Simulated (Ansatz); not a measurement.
# CH7FSi2: up Jacob's ladder to CCSD(T)

One table from this session's results is given with a row withheld; the runs are named, their logs left out.

The runs use Ansatz 0.2.0, Gaussian basis; functionals in def2-TZVPP, the program's frozen cores in correlated methods.

The runs, in order: PBE-D4, r2SCAN-D4, PBE0-D4, B3LYP-D4, ωB97X-V, ωB97M-V, B2PLYP; CCSD(T)/def2-TZVPP; MP2/def2-QZVPP; extrapolation to the limit.

## The geometry

An earlier PBE0-D4 in a triple-zeta def2 set relaxation fixed the geometry.

11 atoms, charge 0, spin multiplicity 1.

Atoms are counted from 1 here; the program's logs count them from 0.

Bond lengths: F1–Si2 1.604 Å, Si2–C3 1.854 Å, Si2–H5 1.484 Å, Si2–H6 1.484 Å, C3–Si4 1.877 Å, C3–H7 1.097 Å, C3–H8 1.095 Å, Si4–H9 1.485 Å, Si4–H10 1.487 Å, Si4–H11 1.487 Å. Angles: F1–Si2–C3 109.3°, F1–Si2–H5 107.5°, F1–Si2–H6 107.1°, C3–Si2–H5 110.7°, C3–Si2–H6 112.0°, H5–Si2–H6 110.0°, Si2–C3–Si4 115.3°, Si2–C3–H7 107.4°, Si2–C3–H8 109.5°, Si4–C3–H7 108.3°, Si4–C3–H8 109.1°, H7–C3–H8 106.9°, C3–Si4–H9 110.5°, C3–Si4–H10 109.9°, C3–Si4–H11 110.3°, H9–Si4–H10 108.8°, H9–Si4–H11 108.7°, H10–Si4–H11 108.5°.

Set-up of the first run:

File in.yaml:

```yaml
crystal:
  periodic: [false, false, false]
  atoms:
    - {symbol: F, position_ang: [-1.629069, 1.667403, 0.202050]}
    - {symbol: Si, position_ang: [-0.069215, 1.498420, 0.534447]}
    - {symbol: C, position_ang: [0.349174, -0.305884, 0.605540]}
    - {symbol: Si, position_ang: [-0.157158, -1.306862, -0.899738]}
    - {symbol: H, position_ang: [0.693955, 2.172901, -0.544987]}
    - {symbol: H, position_ang: [0.175668, 2.177464, 1.831362]}
    - {symbol: H, position_ang: [1.437106, -0.385249, 0.722631]}
    - {symbol: H, position_ang: [-0.101264, -0.751107, 1.498893]}
    - {symbol: H, position_ang: [-1.636383, -1.388431, -0.995733]}
    - {symbol: H, position_ang: [0.369909, -0.665719, -2.134113]}
    - {symbol: H, position_ang: [0.392577, -2.686035, -0.812150]}
basis:
  gaussian: {orbitals: def2-TZVPP}
hamiltonian: {xc: pbe, dispersion: d4}
output: {forces: true, orbitals: {seedname: orbitals}}
```

Steps of the session up to this table: PBE-D4 (GGA); r2SCAN-D4 (meta-GGA); PBE0-D4 (hybrid); B3LYP-D4 (hybrid); ωB97X-V (range-separated); ωB97M-V (range-separated); B2PLYP (double hybrid); CCSD(T) in def2-TZVPP; MP2 in def2-QZVPP.

One of the session's tables, all rows but one given; the rest of the session is left out.

```
            method  atomisation energy (kcal/mol)
            PBE-D4                          893.4
         r2SCAN-D4                          897.6
           PBE0-D4                          888.4
          B3LYP-D4                          896.3
           ωB97X-V                          903.2
           ωB97M-V                          899.9
            B2PLYP                          887.6
     HF/def2-TZVPP                          692.0
    MP2/def2-TZVPP                          883.1
   CCSD/def2-TZVPP                              ?
CCSD(T)/def2-TZVPP                          879.0
           MP2/CBS                          905.0
       CCSD(T)/CBS                          900.9
```

Q: Estimate the row for CCSD/def2-TZVPP from the others.

The run gave: atomisation energy (kcal/mol): 870.9. In the column «atomisation energy (kcal/mol)» it lies between HF/def2-TZVPP (692.0) and CCSD(T)/def2-TZVPP (879.0).
